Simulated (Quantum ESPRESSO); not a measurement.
Crystal: GaF.

```
CELL_PARAMETERS angstrom
0.00000 2.84624 2.84624
2.84624 0.00000 2.84624
2.84624 2.84624 0.00000
ATOMIC_POSITIONS crystal
Ga 0.25000 0.25000 0.25000
F 0.00000 0.00000 0.00000
```

The cell was built by a generator and needn't be a form met in nature.

- Program: Quantum ESPRESSO 7.5
- Task: phonons
- Functional: PBE
- Potentials or basis: JTH 2.0 PBE
- Cutoff: 707 eV
- Density cutoff: 4245 eV
- k mesh: 6 × 6 × 6, shifted
- Occupations: fermi-dirac, width 0.05 eV
- Spin: no spin polarisation
- Mixing beta: 0.5
- Most SCF iterations: 120
- SCF threshold: 4e-10 Ry

The cell and the atoms were relaxed first, to 22.71 Å³/atom (a = 4.005 Å, b = 4.005 Å, c = 4.005 Å, α = 60.00°, β = 60.00°, γ = 60.00°), and the response was taken there.

The first run showed a gap, so the response started from a second, tighter run with fixed occupations.

Problem. Where do the zone-centre optical modes lie?

Solution. T2 at 70 cm⁻¹ (IR and Raman). Polar modes are given without the macroscopic field (transverse values).

Optical modes at Γ, degenerate ones joined, polar ones without the macroscopic field:
```
cm⁻¹  components  symmetry     active in  IR intensity, summed ((D/Å)²/amu)
  70           3        T2  IR and Raman                              10.42
```

Zone-centre frequencies without and with the macroscopic field along z (cm⁻¹):
|  | optical modes in rising order |
| --- | --- |
| without | 70 70 70 |
| with the field | 70 70 215 |
